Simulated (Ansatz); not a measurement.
# Cl4H2OSn: the cost of one run

Method: RKS B3LYP-D4/def2-SVP, in Ansatz 0.2.0.

### Step 1. The starting structure

Bond lengths: Sn1–O2 2.310 Å, O2–H3 1.010 Å, Sn1–Cl4 2.410 Å, Sn1–Cl5 2.408 Å, Sn1–Cl6 2.408 Å, Sn1–Cl7 2.710 Å. Angles: Sn1–O2–H3 109.5°, O2–Sn1–Cl4 109.4°, O2–Sn1–Cl5 109.5°, O2–Sn1–Cl6 109.5°, O2–Sn1–Cl7 71.6°, Cl4–Sn1–Cl5 109.5°, Cl4–Sn1–Cl6 109.5°, Cl4–Sn1–Cl7 67.2°, Cl5–Sn1–Cl6 109.5°, Cl5–Sn1–Cl7 176.6°, Cl6–Sn1–Cl7 72.8°.

As a file:

```xyz
8

Sn    0.0000    0.0000    0.0000
O     0.0000    0.0000    2.3100
H    -0.9095   -0.2814    2.6471
Cl    2.2726    0.0000   -0.8025
Cl   -1.1351    1.9666   -0.8025
Cl   -1.1351   -1.9666   -0.8025
Cl    1.4144   -2.1479    0.8545
H     0.7344   -1.1152    2.0705
```

### Step 2. A restrained relaxation towards end A

Springs on the bonds that form and break draw the guess towards this end; the thresholds are loose.

Contents of input.yaml:

```yaml
crystal:
  periodic: [false, false, false]
  atoms:
    - { symbol: Sn, position_ang: [0.0, 0.0, 0.0] }
    - { symbol: O, position_ang: [0.0, 0.0, 2.31] }
    - { symbol: H, position_ang: [-0.9095, -0.2814, 2.6471] }
    - { symbol: Cl, position_ang: [2.2726, 0.0, -0.8025] }
    - { symbol: Cl, position_ang: [-1.1351, 1.9666, -0.8025] }
    - { symbol: Cl, position_ang: [-1.1351, -1.9666, -0.8025] }
    - { symbol: Cl, position_ang: [1.4144, -2.1479, 0.8545] }
    - { symbol: H, position_ang: [0.7344, -1.1152, 2.0705] }
basis:
  gaussian: { orbitals: def2-SVP }
hamiltonian:
  xc: b3lyp
  dispersion: d4
relax:
  f_tol: 0.15
  max_steps: 25
  restrain:
    - { distance: [0, 6], at: 3.61, k: 30.0 }
    - { distance: [7, 1], at: 2.21, k: 30.0 }
    - { distance: [0, 1], at: 1.96, k: 30.0 }
    - { distance: [7, 6], at: 1.37, k: 30.0 }
```

On the command line:

```console
> ansatz run input.yaml --threads 4 --pin off --max-ram 5120MiB --backend cpu --events-out ev --progress --plain --runs-dir out
```

What time and memory should one allow on 4 threads of AMD EPYC 7R43 (Zen 3), shared host?

About 51 s, with a peak of 0.4 GiB.
